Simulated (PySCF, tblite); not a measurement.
**C2H8B2− (doublet): geometry, infrared bands and EPR parameters**

What infrared bands and EPR parameters should C2H8B2− (doublet) (`[BH2-]B(C)C`) show?

The runs use tblite 0.8.0 and PySCF 2.14.0, with density-fitted response routines of our own; the level of theory stands in each step. All values are computed, except where a source is named. Atoms count from 0, in the outputs and in this text.

### 1 Starting geometry

12 atoms, charge -1, multiplicity 2; geometry from: force field or distance geometry start.

Bonds of the start (Å): B0–B1 1.66, B1–C2 1.61, B1–C3 1.59, B0–H4 1.19, B0–H5 1.20, C2–H6 1.10, C2–H7 1.12, C2–H8 1.11, C3–H9 1.11, C3–H10 1.11, C3–H11 1.12.

### 2 Optimising the geometry with GFN2-xTB

The job: settings as JSON, then the geometry in Å.

```
{"job": {"kind": "relax", "xc": "GFN2-xTB", "basis": "xTB"}, "charge": -1, "multiplicity": 2}
B     -0.490400     1.656000     0.555900
B      0.035400     0.162800     0.043200
C      1.608900    -0.148000    -0.023400
C     -1.002300    -0.967500    -0.358000
H     -1.144400     2.160200    -0.302100
H     -1.176100     1.532900     1.529500
H      1.845700    -0.991100     0.639200
H      2.192800     0.749300     0.289700
H      1.875900    -0.413200    -1.068200
H     -2.046600    -0.606600    -0.234700
H     -0.835600    -1.275000    -1.406400
H     -0.862200    -1.860600     0.309400
```

Command:

```console
$ OMP_NUM_THREADS=1 python probes_run.py task.json out
```

This one command runs all jobs of the session in turn.

Standard output:

```text
step      E/eV     max force
  0    -295.56111    1.605
  1    -295.67786    1.110
  2    -295.81849    1.258
  3    -295.89443    1.202
  4    -296.00367    0.879
  5    -296.04864    0.597
  6    -296.10517    0.750
  7    -296.14888    0.765
  8    -296.20105    0.762
  9    -296.27060    0.723
 10    -296.40696    1.286
 11    -296.53107    1.538
 12    -296.69258    1.672
 13    -296.82527    1.250
 14    -296.95160    1.027
 15    -297.03038    0.766
 16    -297.08868    0.717
 17    -297.12941    0.845
 18    -297.18224    1.013
 19    -297.26185    0.738
 20    -297.30453    0.588
 21    -297.33104    0.421
 22    -297.35043    0.401
 23    -297.36518    0.508
 24    -297.38277    0.488
 25    -297.40023    0.388
 26    -297.41233    0.349
 27    -297.42094    0.280
 28    -297.42790    0.254
 29    -297.43450    0.218
 30    -297.43947    0.183
 31    -297.44196    0.105
 32    -297.44298    0.100
 33    -297.44379    0.079
 34    -297.44466    0.079
 35    -297.44526    0.059
 36    -297.44573    0.044
 37    -297.44596    0.042
 38    -297.44613    0.038
 39    -297.44628    0.032
 40    -297.44642    0.030
 41    -297.44652    0.027
 42    -297.44662    0.031
 43    -297.44677    0.031
 44    -297.44699    0.032
 45    -297.44723    0.031
 46    -297.44739    0.029
 47    -297.44747    0.022
 48    -297.44753    0.020
 49    -297.44757    0.012
 50    -297.44760    0.009
```

It took 0.76 s on 1 thread of Intel Xeon at 2.50GHz, shared host.

The steps of the relaxation: (not every step is listed)

```
step  energy from step 0 (eV)  largest force (eV/Å)
   0                   0.0000                1.6054
   1                  -0.1168                1.1101
   2                  -0.2574                1.2580
   3                  -0.3333                1.2023
   4                  -0.4426                0.8795
   5                  -0.4875                0.5967
   6                  -0.5441                0.7502
   7                  -0.5878                0.7654
   8                  -0.6399                0.7622
  11                  -0.9700                1.5378
  14                  -1.3905                1.0272
  17                  -1.5683                0.8447
  20                  -1.7434                0.5883
  23                  -1.8041                0.5082
  26                  -1.8512                0.3489
  29                  -1.8734                0.2182
  32                  -1.8819                0.0996
  35                  -1.8842                0.0589
  38                  -1.8850                0.0380
  41                  -1.8854                0.0270
  44                  -1.8859                0.0318
  45                  -1.8861                0.0312
  46                  -1.8863                0.0292
  47                  -1.8864                0.0222
  48                  -1.8864                0.0202
  49                  -1.8865                0.0124
  50                  -1.8865                0.0094
```

Distances of close pairs at the start and the end, largest changes first:

```
  bond  before (Å)  after (Å)  change (Å)
 B0–B1       1.664      1.586      -0.078
 B1–C3       1.586      1.634      +0.048
 B1–C2       1.605      1.635      +0.030
 B0–H4       1.191      1.219      +0.028
C3–H11       1.124      1.098      -0.025
 B0–H5       1.197      1.220      +0.023
 C2–H7       1.115      1.094      -0.021
 C3–H9       1.112      1.094      -0.018
```

The next job starts from the end point, and lists it.

### 3 Vibrational analysis with GFN2-xTB

The job: settings as JSON, then the geometry in Å.

```
{"job": {"kind": "ir", "xc": "GFN2-xTB", "basis": "xTB"}, "charge": -1, "multiplicity": 2}
B     -0.718594     1.598941     0.483253
B     -0.088859     0.204620     0.066080
C      1.506742    -0.077973    -0.150634
C     -0.951333    -1.153405    -0.222502
H     -0.082914     2.617016     0.697749
H     -1.911437     1.807343     0.629228
H      1.874067    -0.903574     0.473906
H      2.131558     0.789733     0.080632
H      1.739731    -0.362369    -1.185956
H     -2.028045    -1.013709    -0.089548
H     -0.810150    -1.525945    -1.245930
H     -0.659568    -1.981363     0.437694
```

Standard output:

```text
mode    cm-1     km/mol
  1      83.2      0.01
  2     105.7      0.21
  3     248.4      4.18
  4     293.4      1.24
  5     303.7      2.59
  6     353.2      0.00
  7     652.8      4.64
  8     709.8     96.57
  9     724.9     30.08
 10     779.2      0.01
 11     799.1      0.86
 12     867.4     15.52
 13     874.5      8.08
 14    1006.2     60.77
 15    1176.1    212.08
 16    1283.1     58.22
 17    1373.8      8.41
 18    1385.5     11.19
 19    1544.4      0.35
 20    1545.4      3.84
 21    1550.0      8.13
 22    1550.9      9.26
 23    2115.2    698.01
 24    2219.2    628.81
 25    2852.4      7.86
 26    2860.3    385.48
 27    2874.5      3.13
 28    2888.5    408.70
 29    2939.2    262.16
 30    2945.4     15.63
```

Wall time 0.51 s (1 thread of Intel Xeon at 2.50GHz, shared host).

Which atoms move in the most intense modes:

```
cm⁻¹  km/mol                                 atoms
 710    96.6             H5 33 %, H4 33 %, B0 25 %
1006    60.8                               B1 61 %
1176   212.1             B1 52 %, H5 16 %, H4 16 %
2115   698.0                      H5 47 %, H4 44 %
2219   628.8                      H4 49 %, H5 46 %
2860   385.5  H11 32 %, H10 26 %, H8 19 %, H6 14 %
2888   408.7  H10 27 %, H11 24 %, H6 21 %, H8 17 %
2939   262.2                      H7 57 %, H9 32 %
```

### 4 EPR parameters: B3LYP/pcH-1

Same as in step 3 but for these lines:

```diff
@@ -1,2 +1,2 @@
-{"job": {"kind": "ir", "xc": "GFN2-xTB", "basis": "xTB"}, "charge": -1, "multiplicity": 2}
+{"job": {"kind": "epr", "basis": "pcH-1"}, "charge": -1, "multiplicity": 2}
 B     -0.718594     1.598941     0.483253
```

Level: UKS B3LYP, pcH-1 on B C H, non-relativistic, mean-field spin-orbit, GIAO.

Standard output:

```text
UKS, coarse grid
  cycle   1  E = -130.60329629  |g| = 4.49e-01
  cycle   2  E = -130.53238485  |g| = 5.77e-01
  cycle   3  E = -130.74033207  |g| = 3.99e-02
  cycle   4  E = -130.74105298  |g| = 2.45e-02
  cycle   5  E = -130.74145564  |g| = 1.67e-03
  cycle   6  E = -130.74145707  |g| = 9.59e-04
UKS, final grid
  cycle   1  E = -130.74143259  |g| = 1.00e-03
  cycle   2  E = -130.74143249  |g| = 1.10e-03
  cycle   3  E = -130.74143318  |g| = 3.41e-05
  cycle   4  E = -130.74143318  |g| = 3.43e-05
  cycle   5  E = -130.74143318  |g| = 3.51e-06
E = -130.74143318 Eh   <S^2> = 0.7517 (exact 0.7500)
g shifts (ppm)      1          2          3
  rmc           -62        -62        -62
  gc             -4          8         15
  oz_so           2         45        282
  total         -64         -9        234
hyperfine (MHz)  atom isotope    a_iso     a_fc   dipolar eigenvalues
    0   11B       2.68       2.68    -24.23    -22.98     47.21
    1   11B      -1.35      -1.35    -20.15    -18.13     38.28
    2   13C     -12.04     -12.04     -0.88      0.07      0.81
    3   13C     -12.05     -12.05     -0.88      0.06      0.82
    4    1H     -25.51     -25.51    -12.68      1.05     11.63
    5    1H     -25.54     -25.54    -12.67      1.05     11.62
    6    1H      30.78      30.78     -2.27     -2.01      4.28
    7    1H       0.64       0.64     -2.81     -2.02      4.83
    8    1H      34.72      34.72     -2.39     -2.01      4.40
    9    1H       0.53       0.53     -2.82     -2.03      4.85
   10    1H      33.44      33.44     -2.35     -2.00      4.35
   11    1H      32.61      32.61     -2.33     -2.02      4.34
```

It took 48 s on 1 thread of Intel Xeon at 2.50GHz, shared host; peak memory 0.63 GiB.

Principal g values 2.00225, 2.00231, 2.00255; g(iso) = 2.00237, against 2.00232 for a free electron.

Hyperfine couplings; where a row names several nuclei, a(iso) is their mean (it holds for fast rotation or exchange) and the dipolar term the largest among them:

```
                  nuclei  isotope  a(iso) (MHz)  a(iso) (G, at g = 2.0023)  largest dipolar term (MHz)
                  H4, H5       1H         -25.5                       -9.1                       -12.7
H6, H7, H8, H9, H10, H11       1H          22.1                        7.9                         4.9
                  C2, C3      13C         -12.0                       -4.3                        -0.9
                      B0      11B           2.7                        1.0                        47.2
                      B1      11B          -1.3                       -0.5                        38.3
```

Mulliken spin populations:

```
atom  value (e)
  B0       0.61
  B1       0.49
  C2      -0.04
  C3      -0.04
  H4      -0.03
  H5      -0.03
  H6       0.01
  H7       0.00
  H8       0.01
  H9       0.00
 H10       0.01
 H11       0.01
```

In first order the couplings over 0.8 MHz of 1H, 11B give 289 distinct lines over 69.9 G, if the averaged nuclei exchange fast.

The fields below are evaluated on a grid from the run's orbitals.

ELF in a plane through or near 8 of the atoms.

Values, 10 rows by 14 columns:
```
0.00 0.00 0.00 0.00 0.00 0.00 0.00 0.00 0.00 0.00 0.00 0.00 0.00 0.00
0.00 0.00 0.00 0.00 0.00 0.01 0.09 0.23 0.03 0.00 0.00 0.00 0.00 0.00
0.00 0.00 0.00 0.01 0.05 0.11 0.88 0.99 0.81 0.01 0.04 0.03 0.00 0.00
0.00 0.00 0.00 0.04 0.17 0.56 0.52 0.93 0.20 0.08 0.98 0.97 0.44 0.00
0.00 0.00 0.00 0.01 0.09 0.39 0.85 0.84 0.48 0.62 1.00 1.00 0.64 0.01
0.00 0.00 0.00 0.01 0.04 0.15 0.69 0.51 0.95 0.67 0.57 0.25 0.04 0.00
0.00 0.00 0.00 0.06 0.34 0.64 0.35 0.56 0.17 0.82 1.00 0.99 0.40 0.00
0.00 0.00 0.00 0.04 0.12 0.35 1.00 0.98 0.04 0.28 0.98 0.92 0.17 0.00
0.00 0.00 0.00 0.00 0.02 0.13 0.91 0.90 0.05 0.00 0.03 0.01 0.00 0.00
0.00 0.00 0.00 0.00 0.00 0.00 0.00 0.00 0.00 0.00 0.00 0.00 0.00 0.00
```
The map spans 10.3 Å across and 9.7 Å up, centred on the molecule. Atoms in the plane (x, y in Å): B0 (1.8, -0.1), B1 (0.2, 0.0), C2 (-0.8, -1.3), C3 (-0.6, 1.4), H4 (2.4, -1.2), H5 (2.6, 0.8), H7 (-0.3, -2.3), H9 (0.0, 2.3).

On the surface of density 0.002 e/bohr³ the electrostatic potential runs, from the 1st to the 99th percentile, from -5.62 to -3.39 V.

The spin density lies nearest to B0, B1 about 37 % each; H4, H5 about 8 % each.

### 5 Summary of results

```
                                 quantity                    value
strongest single infrared mode (GFN2-xTB)    2115 cm⁻¹, 698 km/mol
             zero-point energy (GFN2-xTB)            58.5 kcal/mol
                           g(iso) (B3LYP)                  2.00237
                                     ⟨S²⟩       0.752 (exact 0.75)
       largest a(iso) (averaged by class)  1H on H4, H5, -25.5 MHz
```

What this shows: Over 50 steps the energy fell by 1.886 eV; of the close pairs, B0–B1 changed most, 1.664 to 1.586 Å. No mode is imaginary among the 30: a minimum at this level. The strongest single mode, at 2115 cm⁻¹, moves mainly H5 and H4. Unscaled tight-binding wavenumbers are off by several per cent, some by more. Its intensities can rank the bands wrongly. The largest spin populations lie on B0 (0.61 e), B1 (0.49 e). The isotropic g lies 0.1 ppt above the free-electron value.
